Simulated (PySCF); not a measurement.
# FGe2H5O: the cost of one run

Programs: PySCF 2.14.0. All values are calculated, for the isolated system unless a continuum is named. Atoms count from 0, parts from 1.

### 1 The system as given

Each species was relaxed by itself at PBE0-D3(BJ)/def2-SVP.

### 2 Energies of the species: wB97M-D3(BJ)/def2-TZVPD

The job: settings as JSON, then the geometry in Å.

```
{"job": {"kind": "react", "xc": "wB97M-D3(BJ)", "basis": "def2-TZVPD"}, "charge": 0, "multiplicity": 1}
-1 FGe2H5 charge 0 multiplicity 1
F     -1.805520    -1.126950     1.039180
Ge    -1.194140     0.062640    -0.092050
Ge     1.219820    -0.031420     0.060470
H     -1.792180     1.410730     0.352570
H     -1.742070    -0.347140    -1.472240
H      1.832920     1.007910    -0.896160
H      1.664760     0.282200     1.497800
H      1.711520    -1.433170    -0.334200

-1 N2O charge 0 multiplicity 1
N      1.065780     0.369740    -0.020500
N      0.014200    -0.032660    -0.015990
O     -1.081370    -0.451900    -0.011300

+1 FGe2H5O charge 0 multiplicity 1
O     -1.370210    -0.942820     1.392320
Ge    -0.378200    -0.970220    -0.072180
F      0.971300    -2.037040     0.245440
Ge     0.589170     1.193820    -0.575090
H     -0.919860    -0.563010     2.154570
H     -1.259850    -1.648660    -1.128270
H      1.583140     1.077240    -1.740750
H     -0.534340     2.175110    -0.950590
H      1.318730     1.715550     0.674460

+1 N2 charge 0 multiplicity 1
N      0.547220    -0.038010     0.018710
N     -0.547220     0.038010    -0.018710
```

Method: wB97M-D3(BJ)/def2-TZVPD reaction energy of separated species, gas phase.

On the command line:

```console
OMP_NUM_THREADS=1 python cluster_run.py task.json out
```

One launch serves the whole session: the jobs run in the order shown.

**Question.** How long does this first job take on 1 thread of Arm Neoverse N1, shared host, and how much memory does it need?

About 82 s, with a peak of 0.79 GiB.
